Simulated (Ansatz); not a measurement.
## Molecular dynamics of WC

input.yaml

```yaml
accuracy: low
crystal:
  lattice:
    - [-2.916594, -5.05169, 0.0]
    - [4.374892, -2.525845, 0.0]
    - [0.0, 0.0, 5.678872]
  atoms:
    - { symbol: W, position: [0.75, 0.5, 0.0] }
    - { symbol: C, position: [0.5, 0.6666667, 0.25] }
    - { symbol: W, position: [0.75, 0.5, 0.5] }
    - { symbol: C, position: [0.5, 0.6666667, 0.75] }
    - { symbol: W, position: [0.5, 0.0, 0.0] }
    - { symbol: C, position: [0.25, 0.1666667, 0.25] }
    - { symbol: W, position: [0.5, 0.0, 0.5] }
    - { symbol: C, position: [0.25, 0.1666667, 0.75] }
    - { symbol: W, position: [0.25, 0.5, 0.0] }
    - { symbol: C, position: [0.0, 0.6666667, 0.25] }
    - { symbol: W, position: [0.25, 0.5, 0.5] }
    - { symbol: C, position: [0.0, 0.6666667, 0.75] }
    - { symbol: W, position: [0.0, 0.0, 0.0] }
    - { symbol: C, position: [0.75, 0.1666667, 0.25] }
    - { symbol: W, position: [0.0, 0.0, 0.5] }
    - { symbol: C, position: [0.75, 0.1666667, 0.75] }
basis:
  ecutwfc: 420.0
kpoints:
  mp_grid: { grid: [2, 2, 2] }
hamiltonian:
  xc: pbe
  pseudopotentials: { kind: paw, azcp: { folder: soft_1 } }
scf:
  occupations: { method: fermi_dirac, width: 0.36 }
  lower_state_search: "off"
md:
  timestep: 1
  n_steps: 360
  ensemble: nvt_langevin
  temperature: 300.0
  initial_velocities: maxwell_boltzmann
  seed: 822701
  friction: 0.02
  temperature_schedule: [{ n_steps: 360, end_temperature: 4200.0 }]
```

Command:

```bash
$ ansatz run input.yaml --threads 1 --pin off --max-ram 3072MiB --backend cpu --events-out ev --progress --plain --runs-dir out
```

It starts from an unrelaxed structure (largest force component 0.06 eV/Å).

Output, in part (step lines):

```
md step     0: t =     0.00 fs  T =   281.2 K (target 300.0 K)  F+E_penalty+E_count = -85097.36891035 eV  E_kin = 0.581670 eV  (9 SCF iters)
md step     1: t =     1.00 fs  T =   288.0 K (target 305.4 K)  F+E_penalty+E_count = -85097.36556421 eV  E_kin = 0.595567 eV  (6 SCF iters)
md step     2: t =     2.00 fs  T =   287.3 K (target 316.2 K)  F+E_penalty+E_count = -85097.35230038 eV  E_kin = 0.594161 eV  (6 SCF iters)
md step     3: t =     3.00 fs  T =   262.4 K (target 327.1 K)  F+E_penalty+E_count = -85097.32987409 eV  E_kin = 0.542681 eV  (6 SCF iters)
md step     4: t =     4.00 fs  T =   277.6 K (target 337.9 K)  F+E_penalty+E_count = -85097.29813748 eV  E_kin = 0.574193 eV  (6 SCF iters)
md step     5: t =     5.00 fs  T =   232.5 K (target 348.8 K)  F+E_penalty+E_count = -85097.25859553 eV  E_kin = 0.480772 eV  (4 SCF iters)
md step     6: t =     6.00 fs  T =   220.2 K (target 359.6 K)  F+E_penalty+E_count = -85097.21494569 eV  E_kin = 0.455470 eV  (5 SCF iters)
md step     7: t =     7.00 fs  T =   214.5 K (target 370.4 K)  F+E_penalty+E_count = -85097.16831751 eV  E_kin = 0.443598 eV  (5 SCF iters)
[... lines left out ...]
md step   359: t =   359.00 fs  T =  3536.3 K (target 4183.8 K)  F+E_penalty+E_count = -85089.53299929 eV  E_kin = 7.313647 eV  (5 SCF iters)
md step   360: t =   360.00 fs  T =  3547.9 K (target 4194.6 K)  F+E_penalty+E_count = -85089.45126586 eV  E_kin = 7.337562 eV  (7 SCF iters)
```

The steps, from the saved trajectory:

| time (fs) | T (K) | potential energy less start (eV) |
| --- | --- | --- |
| 0 | 281 | 0.000 |
| 12 | 144 | 0.423 |
| 24 | 279 | 0.344 |
| 36 | 391 | 0.504 |
| 48 | 444 | 0.805 |
| 60 | 594 | 0.900 |
| 72 | 620 | 1.255 |
| 84 | 561 | 1.798 |
| 96 | 872 | 1.600 |
| 108 | 1160 | 2.142 |
| 120 | 1260 | 2.799 |
| 132 | 1353 | 2.611 |
| 144 | 1843 | 2.931 |
| 156 | 1817 | 2.437 |
| 168 | 2075 | 3.464 |
| 180 | 1561 | 4.072 |
| 192 | 1576 | 5.829 |
| 204 | 2932 | 4.240 |
| 216 | 2399 | 3.955 |
| 228 | 2704 | 3.254 |
| 240 | 1960 | 4.302 |
| 252 | 3106 | 2.859 |
| 264 | 1819 | 4.908 |
| 276 | 2679 | 4.135 |
| 288 | 2049 | 6.196 |
| 300 | 3572 | 3.511 |
| 312 | 2388 | 6.597 |
| 324 | 3148 | 5.679 |
| 336 | 3689 | 7.731 |
| 348 | 4137 | 7.992 |
| 360 | 3548 | 7.918 |

All steps were run. The schedule's set-point averaged 3225 K over the second half and the system 2728 K, so it lags behind the ramp. A run of 0.36 ps of so small a system gives no equilibrium averages. Limits of this set-up: coarse k mesh, low accuracy level.

Mean squared displacements from the first frame to the last, about the centre of mass: W 0.05 Å², C 0.07 Å².

Last frame:

```xyz
16
Lattice="-2.9166 -5.0517 0.0000 4.3749 -2.5258 0.0000 0.0000 0.0000 5.6789" Properties=species:S:1:pos:R:3
W 0.050 -4.999 0.013
C 1.517 -4.229 1.112
W -0.288 -4.759 2.683
C 1.303 -4.253 4.111
W -1.511 -2.293 -0.384
C -0.036 -1.477 1.108
W -1.485 -2.291 2.572
C -0.115 -1.489 4.005
W 1.304 -2.145 -0.136
C 2.394 -1.375 1.422
W 1.485 -2.413 2.801
C 2.671 -1.445 3.933
W 0.129 0.147 -0.118
C -1.374 -3.963 1.188
W -0.121 0.467 2.676
C -1.489 -4.101 4.064
```

Time of the run: 29 min on 1 thread of Arm Neoverse V2, with other jobs on the host, peak memory 0.57 GiB.
